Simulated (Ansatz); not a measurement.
# CH7BO3: the cost of one run

Method: UKS revPBE/STO-3G, in Ansatz 0.2.0.

## (1) The structure to begin with

Bond lengths: B1–C2 1.856 Å, B1–O3 1.379 Å, B1–O4 1.390 Å, B1–O6 1.753 Å, C2–H7 1.087 Å, C2–H8 1.089 Å, C2–H9 1.088 Å, O3–H10 0.958 Å, O4–H11 0.955 Å, O6–H12 0.959 Å. Angles (14 of 15 angles, heavy atoms first): C2–B1–O3 110.0°, C2–B1–O4 110.7°, C2–B1–O6 92.4°, O3–B1–O4 123.9°, O3–B1–O6 109.8°, O4–B1–O6 105.3°, B1–C2–H7 115.4°, B1–C2–H8 120.6°, B1–C2–H9 94.5°, B1–O3–H10 115.1°, B1–O4–H11 114.4°, B1–O6–H12 106.7°, H7–C2–H8 111.5°, H7–C2–H9 106.7°.

Coordinates:

```xyz
12

B    -0.4118   -0.0809   -0.3090
C     0.7892   -0.4452    1.0588
O    -0.5135   -1.1690   -1.1498
O    -1.5038    0.6307    0.1740
H     0.9815    0.5003    0.0448
O     0.6467    1.1224   -1.0186
H     0.7924    0.2686    1.8780
H     1.7943   -0.7999    0.8343
H     0.2540   -1.3242    1.4112
H    -0.7664   -0.9639   -2.0503
H    -2.3512    0.2815   -0.0929
H     0.2887    1.9795   -0.7806
```

## (2) Run 1

150 steps of 0.5 fs at constant energy, with velocities drawn for 600 K.

The input, input.yaml:

```yaml
crystal:
  periodic: [false, false, false]
  atoms:
    - { symbol: B, position_ang: [-0.4118, -0.0809, -0.309] }
    - { symbol: C, position_ang: [0.7892, -0.4452, 1.0588] }
    - { symbol: O, position_ang: [-0.5135, -1.169, -1.1498] }
    - { symbol: O, position_ang: [-1.5038, 0.6307, 0.174] }
    - { symbol: H, position_ang: [0.9815, 0.5003, 0.0448] }
    - { symbol: O, position_ang: [0.6467, 1.1224, -1.0186] }
    - { symbol: H, position_ang: [0.7924, 0.2686, 1.878] }
    - { symbol: H, position_ang: [1.7943, -0.7999, 0.8343] }
    - { symbol: H, position_ang: [0.254, -1.3242, 1.4112] }
    - { symbol: H, position_ang: [-0.7664, -0.9639, -2.0503] }
    - { symbol: H, position_ang: [-2.3512, 0.2815, -0.0929] }
    - { symbol: H, position_ang: [0.2887, 1.9795, -0.7806] }
magnetization:
  spin_polarized: true
basis:
  gaussian: { orbitals: STO-3G }
hamiltonian:
  xc: revpbe
md:
  timestep: 0.5
  n_steps: 150
  ensemble: nve
  temperature: 600.0
  initial_velocities: maxwell_boltzmann
  seed: 477216
```

On the command line:

```console
> ansatz run input.yaml --threads 1 --pin off --max-ram 2048MiB --backend cpu --events-out ev --progress --plain --runs-dir out
```

**Question.** How long does this run take on 1 thread of Arm Neoverse N1, shared host, and how much memory does it need?

About 12 min, with a peak of 0.11 GiB.
